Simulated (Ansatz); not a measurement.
VBiO4:

```
Bi V O
1.0
     3.66895   -5.87386    0.00000
     3.66895    5.87386    0.00000
    -3.65314    0.00000    3.66886
Bi V O
2 2 8
Direct
  0.62688 0.37312 0.25000
  0.37312 0.62688 0.75000
  0.12727 0.87273 0.25000
  0.87273 0.12727 0.75000
  0.65047 0.06162 0.85941
  0.93838 0.34953 0.64059
  0.34953 0.93838 0.14059
  0.06162 0.65047 0.35941
  0.20083 0.29629 0.13774
  0.70371 0.79917 0.36226
  0.79917 0.70371 0.86226
  0.29629 0.20083 0.63774
```

The cell is a database's computed one.

```yaml
Program: Ansatz 0.2.0
Task: relaxation of cell and atoms
Functional: PBEsol
Potentials_or_basis: Ansatz PAW
Cutoff: "420 eV (not typed: the program's choice for these potentials)"
k_mesh: 6 × 6 × 7
Occupations: fermi-dirac, width 0.05 eV
Spin: collinear spin, ferromagnetic start
Starting_moments: "[0.0, 0.0, 2.0, 2.0, 0.0, 0.0, 0.0, 0.0, 0.0, 0.0, 0.0, 0.0] μB"
```

At the start: volume 13.18 Å³/atom.

Task: How do energy, volume and symmetry change on relaxing?

Result: It ends after 9 steps and the volume is 12.58 Å³/atom (-4.5 %); space group I4_1/a (No. 88, to 0.05 Å); moment 0.00 μB per cell.

The path:
```tsv
step	energy change (eV)	largest force (eV/Å)	volume (Å³)
1	0.0000	0.9029	158.13
2	-0.1569	0.7383	147.00
3	-0.2428	0.1289	151.38
4	-0.2469	0.0543	151.55
5	-0.2505	0.0202	151.29
6	-0.2507	0.0038	151.28
7	-0.2283	0.0038	151.28
8	-0.2297	0.0010	150.99
9	-0.2285	0.0010	150.99
```

Final structure:
```
Bi V O
1.0
     3.61129   -5.78853   -0.00758
     3.61129    5.78853   -0.00758
    -3.60331    0.00000    3.61908
Bi V O
2 2 8
Cartesian
  2.7105 -1.4472 0.8972
  0.9088 1.4472 2.7067
  2.7105 4.3414 0.8972
  0.9088 -4.3414 2.7067
  -0.4958 -3.4248 3.1065
  2.3134 -3.4248 2.3070
  4.1151 3.4248 0.4975
  1.3058 3.4248 1.2969
  1.3006 0.5306 0.4999
  4.1203 0.5306 1.2944
  2.3186 -0.5306 3.1040
  -0.5010 -0.5306 2.3095
```

Caveat: the plane-wave basis is chosen anew once the cell has moved, so the energies of steps on either side of that aren't comparable; the pressure holds a Pulay correction of +0.7 GPa for the finite cutoff; the PAW data sets come from PBE, with cores solved anew for the run's functional, which leaves a small shift of forces and pressure; the starting moments weren't kept.
